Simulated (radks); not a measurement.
# Ir³⁺ in [Xe] 4f14 5d6: an all-electron calculation

Wanted: eigenvalues, radial structure and energy terms of the iridium ion Ir3+.

Method: Dirac Kohn-Sham, BLYP, spin-unpolarised, spherical densities, point nucleus; open shells fill j = l - 1/2 first. Code: radks (a radial shooting solver on a logarithmic mesh, Libxc functionals) version 1.

### Step 1. The system

- element: iridium (Z = 77)
- charge: +3
- electrons: 74
- configuration: [Xe] 4f14 5d6

### Step 2. Self-consistent calculation

Input:

```text
Z 77
configuration [Xe] 4f14 5d6 6s0 6p0 5f0 6d0
relativity Dirac
functional b88,lyp
spin unpolarised
j_filling energy
nucleus point
c 137.035999084
```

Q: Predict the outcome of this run.

**Answer**, as computed:

| quantity | value |
| --- | --- |
| total energy | -17856.9930 hartree |
| exchange-correlation share of it | 1.95 % |
| −T/E | 1.1401 |
| highest occupied level | 5d5/2, -35.966 eV |
| most extended occupied level | 5d5/2, <r> = 1.58 bohr |
| radius at density 0.001 e/bohr³ | 3.38 bohr |
| maxima of the radial density | 4 |
| ionisation energy, NIST | 40 (theory) eV |

What this shows: The radial density shows 4 maxima for 5 occupied principal shells; where shells overlap, one shows as a shoulder or not at all. Relativity lifts −T/E to 1.140. The top level binds by 35.966 eV, 90 % of the NIST ionisation energy of 40 eV; the potential of a semilocal functional falls off too fast, so its top eigenvalue is too shallow. Spin polarisation and multiplet splitting are left out.
